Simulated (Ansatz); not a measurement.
**ZrC: a sublattice displacement scan**

The task, for ZrC: map the energy as every C atom is pushed off its site.

Program: Ansatz 0.2.0. Level of theory: DFT PBEsol, scalar-relativistic, plane waves, PAW. These are calculated values, not measurements.

**1. Starting point**

Symmetry: Fm-3m, No. 225, cubic system. The conventional cell has a = 4.700 Å, b = 4.700 Å, c = 4.700 Å, α = 90.00°, β = 90.00°, γ = 90.00°. Around Zr (site symmetry m-3m) lie 6 C at 2.35 Å. Around C (site symmetry m-3m) lie 6 Zr at 2.35 Å.

As a file:

```
Zr C
1.0
     0.00000    2.35021    2.35021
     2.35021    0.00000    2.35021
     2.35021    2.35021    0.00000
Zr C
1 1
Direct
  0.50000 0.50000 0.50000
  0.00000 0.00000 0.00000
```

The cell is taken as given, not relaxed at this level.

**2. The reference cell**

The reference gives a free energy of -4377.1671 eV, pressure -4.56 GPa, largest force 0.000 eV/Å and gap on the mesh none (metal). It was computed beforehand with the settings of the runs below.

**3. Setting up a sublattice displacement scan**

Every C atom is moved by x along the Cartesian unit vector (0.000, 0.000, -1.000); the cell and all other atoms stay fixed. Forces below are components along that vector, summed over the moved atoms.

**4. At x = -0.300 Å**

Input file input.yaml:

```yaml
crystal:
  lattice:
    - [0.0, 2.35021, 2.35021]
    - [2.35021, 0.0, 2.35021]
    - [2.35021, 2.35021, 0.0]
  atoms:
    - { symbol: Zr, position: [0.5, 0.5, 0.5] }
    - { symbol: C, position: [0.0638240838, 0.0638240838, -0.0638240838] }
basis:
  ecutwfc: 420
kpoints:
  mp_grid: { grid: [18, 18, 18] }
hamiltonian:
  xc: pbesol
scf:
  occupations: { method: gaussian, width: 0.15 }
output:
  forces: true
  stress: true
  eigenvalues: true
```

Command:

```
ansatz run input.yaml --threads 1 --pin off --max-ram 2560MiB --backend cpu --events-out ev --progress --plain --runs-dir out
```

**5. x = 0.225 Å**

Edit input.yaml of step 4 so:

```diff
@@ -7,3 +7,3 @@
     - { symbol: Zr, position: [0.5, 0.5, 0.5] }
-    - { symbol: C, position: [0.0638240838, 0.0638240838, -0.0638240838] }
+    - { symbol: C, position: [-0.0478680629, -0.0478680629, 0.0478680629] }
 basis:
```

**6. Point x = -0.150 Å**

Edit input.yaml of step 5 so:

```diff
@@ -7,3 +7,3 @@
     - { symbol: Zr, position: [0.5, 0.5, 0.5] }
-    - { symbol: C, position: [-0.0478680629, -0.0478680629, 0.0478680629] }
+    - { symbol: C, position: [0.0319120419, 0.0319120419, -0.0319120419] }
 basis:
```

**7. At x = 0.075 Å**

Edit input.yaml of step 6 so:

```diff
@@ -7,3 +7,3 @@
     - { symbol: Zr, position: [0.5, 0.5, 0.5] }
-    - { symbol: C, position: [0.0319120419, 0.0319120419, -0.0319120419] }
+    - { symbol: C, position: [-0.015956021, -0.015956021, 0.015956021] }
 basis:
```

**8. Point x = 0.263 Å**

Edit input.yaml of step 7 so:

```diff
@@ -7,3 +7,3 @@
     - { symbol: Zr, position: [0.5, 0.5, 0.5] }
-    - { symbol: C, position: [-0.015956021, -0.015956021, 0.015956021] }
+    - { symbol: C, position: [-0.0558460733, -0.0558460733, 0.0558460733] }
 basis:
```

**9. At x = 0.188 Å**

Edit input.yaml of step 8 so:

```diff
@@ -7,3 +7,3 @@
     - { symbol: Zr, position: [0.5, 0.5, 0.5] }
-    - { symbol: C, position: [-0.0558460733, -0.0558460733, 0.0558460733] }
+    - { symbol: C, position: [-0.0398900524, -0.0398900524, 0.0398900524] }
 basis:
```

**10. At x = 0.113 Å**

Edit input.yaml of step 9 so:

```diff
@@ -7,3 +7,3 @@
     - { symbol: Zr, position: [0.5, 0.5, 0.5] }
-    - { symbol: C, position: [-0.0398900524, -0.0398900524, 0.0398900524] }
+    - { symbol: C, position: [-0.0239340314, -0.0239340314, 0.0239340314] }
 basis:
```

**11. Point x = 0.037 Å**

Edit input.yaml of step 10 so:

```diff
@@ -7,3 +7,3 @@
     - { symbol: Zr, position: [0.5, 0.5, 0.5] }
-    - { symbol: C, position: [-0.0239340314, -0.0239340314, 0.0239340314] }
+    - { symbol: C, position: [-0.0079780105, -0.0079780105, 0.0079780105] }
 basis:
```

(Steps that only read results are left out.)

Q: Predict the outcome of this session.

The runs gave:

| quantity | value |
| --- | --- |
| force constant along x, from the points at -0.150, 0 and 0.037 Å | 6.99 eV/Å² |

What this shows: The restoring force grows by 6.99 eV/Å per Å near the site. The step of 0.15 Å is wide, so anharmonic terms mix in. No sampled point lies below the undisturbed cell.
